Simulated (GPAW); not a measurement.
Runs of GPAW 26.7.0 on Ba2Tl5V3O12. It takes space group P-3m1 (No. 164, trigonal). Conventional cell: a = 8.154 Å, b = 8.154 Å, c = 6.921 Å, α = 90.00°, β = 90.00°, γ = 120.00°. Ba (site symmetry 3m) is surrounded by 6 O at 2.80 Å. V (site symmetry 2/m) is surrounded by 4 O at 1.82 Å. Tl (site symmetry 2/m) is surrounded by 4 O at 2.53 Å. Around Tl (site symmetry 3m) lie 6 O at 2.73 Å and 3 V at 2.82 Å and 3 Tl at 3.03 Å. O (site symmetry 1) is surrounded by 1 V at 1.82 Å. The cell was built by a generator and needn't be a form met in nature.

| task | level | potentials or basis | spin | U | k mesh | ranks | band path | band points | spin axis theta (degrees) | spin axis phi (degrees) | mesh quality | gap on the mesh (eV) | pressure (GPa) | moment (μB) | largest force (eV/Å) |
| --- | --- | --- | --- | --- | --- | --- | --- | --- | --- | --- | --- | --- | --- | --- | --- |
| single point | PBE | GPAW PAW data sets (gpaw-data 1.2.1), pw | collinear, ferromagnetic start | - | 4 × 4 × 4 | 8 | - | - | - | - | not flagged | none | 0.8 | 0.00 | 0.17 |
| single point | PBE+D4 | GPAW PAW data sets (gpaw-data 1.2.1), pw | collinear, ferromagnetic start | - | 2 × 2 × 2 | - | - | - | - | - | coarse | none | -1.4 | 0.00 | 0.17 |
| band structure | PBE | GPAW PAW data sets (gpaw-data 1.2.1), pw | collinear, ferromagnetic start, SOC | - | 4 × 4 × 4 | 8 | GMKGALHA,LM,KH | 60 | 54.7 | 45 | not flagged | - | 0.8 | 0.00 | 0.17 |
| band structure | PBE | GPAW PAW data sets (gpaw-data 1.2.1), pw | collinear, ferromagnetic start | - | 3 × 3 × 3 | 8 | GMKGALHA,LM,KH | 60 | - | - | not flagged | - | 0.7 | 0.00 | 0.22 |
| single point | PBE | GPAW PAW data sets (gpaw-data 1.2.1), pw | collinear, ferromagnetic start | - | 3 × 3 × 3 | 8 | - | - | - | - | not flagged | none | 0.7 | 0.00 | 0.22 |
| band structure | PBEsol | PAW data sets generated in the run's folder for this functional, pw | collinear, ferromagnetic start | - | 3 × 3 × 3 | 8 | GMKGALHA,LM,KH | 60 | - | - | not flagged | - | -3.4 | 0.00 | 0.12 |
| band structure | PBE | GPAW PAW data sets (gpaw-data 1.2.1), pw | collinear, ferromagnetic start | - | 4 × 4 × 4 | 8 | GMKGALHA,LM,KH | 60 | - | - | not flagged | - | 0.8 | 0.00 | 0.17 |
| single point | PBE | GPAW PAW data sets (gpaw-data 1.2.1), pw | off | - | 3 × 3 × 3 | 8 | - | - | - | - | not flagged | none | 0.7 | - | 0.22 |
| band structure | PBE+U | GPAW PAW data sets (gpaw-data 1.2.1), pw | collinear, ferromagnetic start | V d U = 6 eV | 3 × 3 × 3 | 8 | GMKGALHA,LM,KH | 80 | - | - | not flagged | - | (a) | 1.29 | 1.38 |
| electron localisation function | PBE | GPAW PAW data sets (gpaw-data 1.2.1), pw | collinear, ferromagnetic start | - | 4 × 4 × 4 | 8 | - | - | - | - | not flagged | none | 0.8 | 0.00 | 0.17 |
| band structure | RPBE | the program's PAW data sets (release 1.2.1) made for this functional, pw | collinear, ferromagnetic start | - | 3 × 3 × 3 | 8 | GMKGALHA,LM,KH | 60 | - | - | not flagged | - | 4.0 | 0.00 | (b) |

Alike in all rows: cell as given; cutoff (eV) 800; smearing fermi-dirac 0.05 eV.

Question: Fill in the values left out.

Answer: (a) 4.3; (b) 0.48.

Caveats: some runs use coarse meshes; semilocal functionals often make such compounds metallic where correlation or magnetic order opens a gap, which also shifts bond lengths (some runs); spin-orbit coupling is left out, which moves the levels of the heavy elements (some runs); pairwise dispersion overbinds metals, which lowers pressure and volume (some runs); spin-orbit coupling was added after a scalar SCF, so levels and gaps hold it while energy, forces, pressure and moments don't (some runs); this program's spin-orbit splittings come out too wide for heavy elements (some runs); forces of over 1 eV/Å show positions far from the minimum, so gaps and moduli don't describe the material at rest (some runs).

A k mesh can miss the band edges, and rows without SOC leave out spin-orbit coupling on Ba, Tl.

A gap of «none» marks a metal or a gap under the smearing width.
